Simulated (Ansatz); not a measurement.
# C₅H₃F₅: a ladder of functionals and wavefunction methods

Aim: compute C₅H₃F₅ with functionals from several rungs and with coupled cluster, and see how far each lands from CCSD(T) at the basis-set limit for the atomisation energy.

The runs use Ansatz 0.2.0, Gaussian basis; functionals in def2-TZVPP, the program's frozen cores in correlated methods.

Plan: LDA (SPW92), PBE-D4, revPBE-D4, BLYP-D4, r2SCAN-D4, B97M-V, PBE0-D4, B3LYP-D4, r2SCANh-D4, r2SCAN0-D4, HSE06-D4, BHLYP-D4, CAM-B3LYP-D4, LC-ωPBE, ωB97X-V, ωB97M-V, B2PLYP, PBE-QIDH; CCSD(T)/def2-SVP; CCSD(T)/def2-TZVPP; MP2/def2-QZVPP; extrapolation to the limit; RPA on PBE.

### Step 1. The geometry

All runs share one geometry, relaxed beforehand with PBE0-D4 in a triple-zeta def2 set.

13 atoms, charge 0, spin multiplicity 1.

Atoms are counted from 1 here; the program's logs count them from 0.

Bond lengths: F1–C2 1.319 Å, C2–C3 1.327 Å, C2–C10 1.486 Å, C3–F4 1.318 Å, C3–C5 1.486 Å, C5–F6 1.365 Å, C5–F7 1.344 Å, C5–C8 1.547 Å, C8–F9 1.370 Å, C8–C10 1.531 Å, C8–H11 1.091 Å, C10–H12 1.092 Å, C10–H13 1.094 Å. Angles: F1–C2–C3 125.6°, F1–C2–C10 120.5°, C3–C2–C10 113.9°, C2–C3–F4 127.7°, C2–C3–C5 110.8°, F4–C3–C5 121.5°, C3–C5–F6 111.2°, C3–C5–F7 113.2°, C3–C5–C8 104.1°, F6–C5–F7 106.4°, F6–C5–C8 109.6°, F7–C5–C8 112.4°, C5–C8–F9 109.4°, C5–C8–C10 105.9°, C5–C8–H11 109.8°, F9–C8–C10 109.6°, F9–C8–H11 108.4°, C10–C8–H11 113.7° and more.

As a file:

```mol
C5H3F5
  3D, bonds by distance, orders not assigned

 13 13  0  0  0  0  0  0  0  0999 V2000
   -2.1734    0.7953   -1.2976 F   0  0
   -1.1318    0.3971   -0.5938 C   0  0
   -1.1018    0.2463    0.7239 C   0  0
   -2.0792    0.4623    1.5817 F   0  0
    0.2149   -0.2830    1.1653 C   0  0
    0.1169   -1.5853    1.5610 F   0  0
    0.7353    0.3912    2.2047 F   0  0
    1.1007   -0.1913   -0.0997 C   0  0
    1.9414    0.8844    0.0107 F   0  0
    0.1382    0.0265   -1.2698 C   0  0
    1.7074   -1.0939   -0.1920 H   0  0
    0.5154    0.8236   -1.9147 H   0  0
    0.0159   -0.8732   -1.8797 H   0  0
  1  2  8  0
  2  3  8  0
  3  4  8  0
  3  5  8  0
  5  6  8  0
  5  7  8  0
  5  8  8  0
  8  9  8  0
  8 10  8  0
  8 11  8  0
 10 12  8  0
 10 13  8  0
  2 10  8  0
M  END
```

### Step 2. LDA

This LDA is Slater exchange with PW92 correlation.

Input file in.yaml:

```yaml
crystal:
  periodic: [false, false, false]
  atoms:
    - {symbol: F, position_ang: [-2.173367, 0.795250, -1.297631]}
    - {symbol: C, position_ang: [-1.131751, 0.397075, -0.593826]}
    - {symbol: C, position_ang: [-1.101820, 0.246347, 0.723940]}
    - {symbol: F, position_ang: [-2.079225, 0.462322, 1.581684]}
    - {symbol: C, position_ang: [0.214918, -0.282957, 1.165297]}
    - {symbol: F, position_ang: [0.116902, -1.585294, 1.561007]}
    - {symbol: F, position_ang: [0.735300, 0.391170, 2.204744]}
    - {symbol: C, position_ang: [1.100710, -0.191339, -0.099739]}
    - {symbol: F, position_ang: [1.941427, 0.884410, 0.010686]}
    - {symbol: C, position_ang: [0.138152, 0.026533, -1.269849]}
    - {symbol: H, position_ang: [1.707438, -1.093904, -0.191991]}
    - {symbol: H, position_ang: [0.515438, 0.823619, -1.914661]}
    - {symbol: H, position_ang: [0.015876, -0.873221, -1.879650]}
basis:
  gaussian: {orbitals: def2-TZVPP}
hamiltonian: {xc: lda}
output: {orbitals: {seedname: orbitals}}
```

Command:

```bash
$ ansatz run in.yaml --threads 4 --pin off --events-out ev --progress --plain --max-ram 66560MiB --backend cuda --devices 0, --max-vram 37GiB
```

Further steps of the session: PBE-D4 (GGA); revPBE-D4 (GGA); BLYP-D4 (GGA); r2SCAN-D4 (meta-GGA); B97M-V (meta-GGA); B3LYP-D4 (hybrid); r2SCANh-D4 (hybrid); r2SCAN0-D4 (hybrid); HSE06-D4 (hybrid); BHLYP-D4 (hybrid); CAM-B3LYP-D4 (range-separated); LC-ωPBE (range-separated); ωB97X-V (range-separated); ωB97M-V (range-separated); B2PLYP (double hybrid); PBE-QIDH (double hybrid); CCSD(T) in def2-SVP; CCSD(T) in def2-TZVPP; MP2 in def2-QZVPP; RPA on PBE orbitals.

Q: Predict the results of all the runs planned. Wanted: atomisation energy, CCSD(T)/CBS; farthest beyond LDA; mean size of error, GGA; mean size of error, meta-GGA; mean size of error, hybrid; mean size of error, range-separated; mean size of error, double hybrid; gap, smallest and largest; T1 diagnostic.

As calculated:

```
                               quantity                                      value
        atomisation energy, CCSD(T)/CBS                              5706.4 kJ/mol
 functionals within 28.5 kJ/mol (0.5 %)     B97M-V, B3LYP-D4, r2SCANh-D4, PBE-QIDH
                    farthest beyond LDA                     PBE-D4 (+309.7 kJ/mol)
                mean size of error, GGA                               147.0 kJ/mol
           mean size of error, meta-GGA                                47.9 kJ/mol
             mean size of error, hybrid                               101.8 kJ/mol
    mean size of error, range-separated                                58.6 kJ/mol
      mean size of error, double hybrid                                35.7 kJ/mol
              gap, smallest and largest  5.22 eV (LDA (SPW92)), 12.71 eV (LC-ωPBE)
                          T1 diagnostic                                     0.0124
triples share of the correlation energy                                      3.6 %
```

The LDA atomisation energy is off by 1215.7 kJ/mol (21 %): it overbinds. PBE-D4 is off by +309.7 kJ/mol. Double hybrids carry the basis error of their MP2 part in triple zeta, and no dispersion term here, so their miss is partly the set-up's. By mean error the best rung here is double hybrid (35.7 kJ/mol) and the worst beyond LDA is GGA (147.0 kJ/mol). The gap between the best rungs is small, so their order is not settled. The reference freezes the cores and leaves out relativity and excitations past (T), so misses under about 28.5 kJ/mol can't be ranked. Hartree-Fock recovers 69 % of the binding; the rest is correlation. CCSD(T) in def2-SVP is off by -250.4 kJ/mol, worse than the median functional, from the basis alone. The gap grows from 5.2 to 12.7 eV across the functionals, mostly with the share of exact exchange.
